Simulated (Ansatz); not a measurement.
# H6O3Si2: the cost of one run

Program: Ansatz 0.2.0. Level of theory: RKS PBE0-D4/STO-3G. These are calculated values, not measurements.

## Step 1: Starting point

Bond lengths: Si1–Si2 2.220 Å, Si2–H3 1.460 Å, Si2–H4 1.460 Å, Si2–H5 1.460 Å, Si1–O6 1.680 Å, O6–H7 1.010 Å, Si1–O8 1.679 Å, O8–H9 1.010 Å, Si1–O10 1.679 Å, O10–H11 1.010 Å. Angles (14 of 15 angles, heavy atoms first): Si2–Si1–O6 109.4°, Si2–Si1–O8 109.5°, Si2–Si1–O10 109.5°, O6–Si1–O8 109.5°, O6–Si1–O10 109.5°, O8–Si1–O10 109.5°, Si1–Si2–H3 109.5°, Si1–Si2–H4 109.5°, Si1–Si2–H5 109.5°, Si1–O6–H7 109.5°, Si1–O8–H9 109.5°, Si1–O10–H11 109.5°, H3–Si2–H4 109.4°, H3–Si2–H5 109.4°.

Coordinates:

```xyz
11

Si    0.0000    0.0000    0.0000
Si    0.0000    0.0000    2.2200
H    -1.3148   -0.4067    2.7074
H     1.0096   -0.9353    2.7074
H     0.3052    1.3420    2.7074
O     1.5842    0.0000   -0.5594
H     1.9006   -0.9521   -0.6761
O    -0.7913    1.3709   -0.5594
H    -1.7491    1.1401   -0.7818
O    -0.7913   -1.3709   -0.5594
H    -1.2459   -1.8365    0.2129
```

## Step 2: Relaxing the start

Input file input.yaml:

```yaml
crystal:
  periodic: [false, false, false]
  atoms:
    - { symbol: Si, position_ang: [0.0, 0.0, 0.0] }
    - { symbol: Si, position_ang: [0.0, 0.0, 2.22] }
    - { symbol: H, position_ang: [-1.3148, -0.4067, 2.7074] }
    - { symbol: H, position_ang: [1.0096, -0.9353, 2.7074] }
    - { symbol: H, position_ang: [0.3052, 1.342, 2.7074] }
    - { symbol: O, position_ang: [1.5842, 0.0, -0.5594] }
    - { symbol: H, position_ang: [1.9006, -0.9521, -0.6761] }
    - { symbol: O, position_ang: [-0.7913, 1.3709, -0.5594] }
    - { symbol: H, position_ang: [-1.7491, 1.1401, -0.7818] }
    - { symbol: O, position_ang: [-0.7913, -1.3709, -0.5594] }
    - { symbol: H, position_ang: [-1.2459, -1.8365, 0.2129] }
basis:
  gaussian: { orbitals: STO-3G }
hamiltonian:
  xc: pbe0
  dispersion: d4
relax:
  f_tol: 0.02
  max_steps: 40
```

The run is started by

```
$ ansatz run input.yaml --threads 1 --pin off --max-ram 2048MiB --backend cpu --events-out ev --progress --plain --runs-dir out
```

What time and memory should one allow on 1 thread of Arm Neoverse V1, shared host?

About 59 s, with a peak of 0.11 GiB.
